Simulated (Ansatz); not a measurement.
# CH6FInSi: the cost of one run

The runs use Ansatz 0.2.0, Gaussian basis; the settings change from run to run.

## 1. The geometry

The structure was relaxed beforehand with PBE0-D4 in a triple-zeta def2 set. In takes a core potential in def2 sets; no spin-orbit term is included.

SMILES `FC[SiH2][InH2]`, 10 atoms, charge 0, spin multiplicity 1.

Atoms are counted from 1 here; the program's logs count them from 0.

Bond lengths: F1–C2 1.421 Å, C2–Si3 1.917 Å, C2–H5 1.092 Å, C2–H6 1.092 Å, Si3–In4 2.574 Å, Si3–H7 1.490 Å, Si3–H8 1.490 Å, In4–H9 1.726 Å, In4–H10 1.726 Å. Angles: F1–C2–Si3 107.3°, F1–C2–H5 106.5°, F1–C2–H6 106.5°, Si3–C2–H5 113.6°, Si3–C2–H6 113.6°, H5–C2–H6 108.8°, C2–Si3–In4 93.4°, C2–Si3–H7 109.3°, C2–Si3–H8 109.3°, In4–Si3–H7 118.1°, In4–Si3–H8 118.1°, H7–Si3–H8 107.3°, Si3–In4–H9 120.1°, Si3–In4–H10 120.1°, H9–In4–H10 119.8°.

Coordinates:

```
F    -1.5990    0.3659    0.3341
C    -1.0267   -0.9333    0.3875
Si    0.8228   -0.7618   -0.0880
In    0.6608    1.7848   -0.4239
H    -1.5996   -1.5540   -0.3044
H    -1.1837   -1.3006    1.4036
H     1.6676   -1.2710    1.0285
H     1.1060   -1.6107   -1.2792
H     0.9248    2.8517    0.9073
H     0.2269    2.4290   -1.9655
```

## 2. B97M-V/ANO-RCC-VTZP

This run has charge -1, multiplicity 2, atoms shaken by 0.15 Å, a point charge of 2.00 e beside it, the search for lower states set to light.

Input file in.yaml:

```yaml
crystal:
  periodic: [false, false, false]
  atoms:
    - {symbol: F, position_ang: [-1.519747, 0.431933, 0.410416]}
    - {symbol: C, position_ang: [-0.708294, -0.962885, 0.493003]}
    - {symbol: Si, position_ang: [0.658769, -0.868030, -0.035543]}
    - {symbol: In, position_ang: [0.533463, 1.809873, -0.261975]}
    - {symbol: H, position_ang: [-1.492780, -1.547256, -0.405934]}
    - {symbol: H, position_ang: [-1.190762, -1.310881, 0.955284]}
    - {symbol: H, position_ang: [1.596585, -1.182455, 1.095391]}
    - {symbol: H, position_ang: [1.285773, -1.552260, -1.275248]}
    - {symbol: H, position_ang: [0.892208, 2.924326, 0.791255]}
    - {symbol: H, position_ang: [0.128882, 2.444498, -1.718824]}
basis:
  gaussian: {orbitals: ANO-RCC-VTZP, point_charges: [{charge: 2.00, position_ang: [5.079, 0.103, -0.193]}]}
total_charge: -1
magnetization: {spin_polarized: true, initial_magnetization: 1}
hamiltonian: {xc: {name: B97M-V}}
scf: {lower_state_search: light}
```

Started as:

```
> ansatz run in.yaml --threads 4 --pin off --events-out ev --progress --plain --max-ram 10444MiB
```

What time and memory should one allow on 4 threads of Arm Neoverse V2, shared host?

About 50 s, with a peak of 0.86 GiB.
